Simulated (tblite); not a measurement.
# C2H5B2F5N: the cost of one run

Programs: tblite 0.8.0 and PySCF 2.14.0, with density-fitted response routines of our own. Each step states its level of theory. These are calculated values for one molecule in the gas phase, unless marked as measured. Atoms count from 0, in the outputs and in this text.

### Step 1. Starting geometry

15 atoms, charge -1, multiplicity 1; geometry from: force field or distance geometry start.

Bonds of the start (Å): B0–N1 1.54, N1–B2 1.54, B2–C3 1.63, C3–F4 1.39, C3–F5 1.37, C3–C6 1.53, C6–F7 1.39, C6–F8 1.39, C6–F9 1.38, B0–H10 1.18, B0–H11 1.17, N1–H12 1.05, B2–H13 1.20, B2–H14 1.19.

### Step 2. Relaxing the molecule with GFN2-xTB

What the job is given:

```
{"job": {"kind": "relax", "xc": "GFN2-xTB", "basis": "xTB"}, "charge": -1, "multiplicity": 1}
B      2.826700    -0.001100     0.103300
N      1.515700    -0.278200    -0.656100
B      0.327800     0.064100     0.257000
C     -1.057900    -0.086200    -0.587200
F     -1.191300    -1.415100    -0.967700
F     -0.997900     0.703100    -1.711000
C     -2.283400     0.309500     0.246100
F     -2.192200     1.638800     0.637000
F     -2.380000    -0.490700     1.380900
F     -3.431200     0.138000    -0.506900
H      3.065600    -0.571400     1.107500
H      3.597300     0.760100    -0.343100
H      1.494100    -1.310500    -0.817500
H      0.412600     1.197100     0.630400
H      0.289600    -0.649500     1.205300
```

The run is started by

```sh
$ OMP_NUM_THREADS=1 python probes_run.py task.json out
```

One launch serves the whole session: the jobs run in the order shown.

Q: Estimate the wall time and peak memory of this first job on 1 thread of Arm Neoverse N1, shared host.

About 1.2 s, with a peak of 0.18 GiB.
